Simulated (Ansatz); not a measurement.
Here is an Ansatz input file for Co, space group P6_3/mmc. Write the same calculation for the Python package.

```yaml
crystal:
  lattice:
    a: 2.5074
    b: 2.5074
    c: 4.0699
    alpha: 90.0
    beta: 90.0
    gamma: 120.0
  space_group: 194
  atoms:
    - { symbol: Co, position: [0.3333333333333333, 0.6666666666666666, 0.25] }
basis:
  ecutwfc: 571.4391111657479
kpoints:
  mp_grid:
    kspacing: 0.22
hamiltonian:
  xc: pbe
magnetization:
  spin_polarized: true
  per_species:
    Co: 2.5
scf:
  n_extra_bands: 10
  occupations:
    method: fermi_dirac
    width: 0.1
output:
  dos:
    de: 0.1
    method:
      smearing:
        sigma: 0.15
    projected: true
```

Script `pdos_co.py`:
```python
# -*- coding: utf-8 -*-
from dataclasses import dataclass
import logging
import sys

import ansatz as az
import numpy as np

logging.basicConfig(stream=sys.stdout, format="%(name)s: %(message)s")
log = logging.getLogger("co")
log.setLevel(logging.INFO)


@dataclass(frozen=True)
class Settings:
    kspacing: float = 0.22
    filling: str = "fermi_dirac"
    smearing_width: float = 0.1
    functional: str = "PBE"
    extra_bands: int = 10


opts = Settings()


def main():
    xtal = (
        az.Lattice.from_parameters(2.5074, 2.5074, 4.0699, alpha=90, beta=90, gamma=120)
        .space_group(194)
        .atom("Co", (1 / 3, 2 / 3, 0.25))
        .moments(Co=2.5)
    )

    setup = (
        xtal.calculation()
        .spin("collinear")
        .kpoints(spacing=opts.kspacing)
        .occupations(opts.filling, width=opts.smearing_width)
        .basis(21 * az.Ha)
        .functional(opts.functional)
        .scf(extra_bands=opts.extra_bands)
        .density_of_states(projected=True, method="smearing", broadening_width=0.15, energy_step=0.1)
    )
    history = []
    res = setup.session().plan().execute(on_event=lambda event: history.append(event["data"]["dr2_ev"]) if event["event"] == "scf_iter" else None)
    rep = res.report
    print("density residual by iteration (eV):", " ".join(f"{value:.1e}" for value in history[:40]))

    dos = res.density_of_states()
    energy = np.asarray(dos.energies_ev) - dos.fermi_ev
    curves = {}
    for site in res.projected_density_of_states().sites:
        for shell in site.shells:
            weight = sum(np.sum(curve.g_bin_mean_per_ev, axis=0) for curve in shell.curves)
            name = f"{site.species} {shell.label}"
            curves[name] = curves.get(name, 0) + weight

    log.info("E-EF   " + " ".join(f"{name:>8s}" for name in curves))
    for e in np.arange(-6, 6 + 0.1, 0.5):
        log.info(f"{e:5.1f}  " + " ".join(f"{np.interp(e, energy, g):8.3f}" for g in curves.values()))


if __name__ == "__main__":
    main()
```

```console
$ python pdos_co.py
density residual by iteration (eV): 2.7e+00 1.5e-01 5.9e-03 4.1e-02 5.3e-02 9.6e-03 7.6e-04 1.2e-05 1.7e-07 1.4e-08 1.3e-10
co: E-EF      Co 3S    Co 4S    Co 3P    Co 3D
co:  -6.0     0.002    0.209    0.003    0.034
co:  -5.5     0.002    0.340    0.005    0.109
co:  -5.0     0.002    0.495    0.006    0.712
co:  -4.5     0.001    0.438    0.006    1.467
co:  -4.0     0.000    0.338    0.006    1.950
co:  -3.5     0.000    0.239    0.006    2.698
co:  -3.0     0.000    0.139    0.005    2.841
co:  -2.5     0.000    0.124    0.005    4.181
co:  -2.0     0.001    0.131    0.005    4.006
co:  -1.5     0.000    0.073    0.002    3.090
co:  -1.0     0.000    0.097    0.003    5.379
co:  -0.5     0.000    0.122    0.002    3.437
co:   0.0     0.001    0.197    0.002    1.783
co:   0.5     0.000    0.054    0.001    1.542
co:   1.0     0.002    0.277    0.001    3.412
co:   1.5     0.001    0.152    0.001    0.735
co:   2.0     0.002    0.205    0.001    0.302
co:   2.5     0.002    0.243    0.001    0.340
co:   3.0     0.002    0.173    0.000    0.196
co:   3.5     0.003    0.206    0.000    0.151
co:   4.0     0.001    0.096    0.000    0.098
co:   4.5     0.002    0.145    0.000    0.083
co:   5.0     0.001    0.062    0.000    0.052
co:   5.5     0.001    0.098    0.000    0.065
co:   6.0     0.001    0.041    0.000    0.021
```

Notes:
- Other magnetic orders than the one started from may lie lower.
- Curves are summed over the cell's atoms. Only shells that the potentials hold have channels, so projections don't add up to the total, least of all where a shell is missing (p of most metals); heights and places of peaks move with the mesh.
- The density of states is complete only as far up as bands were computed.
- Run time: 17 s on 1 thread of Arm Neoverse V2, on a shared host, peak memory 0.5 GiB.

(Lines on the test bed's own set-up are left out of the output.)
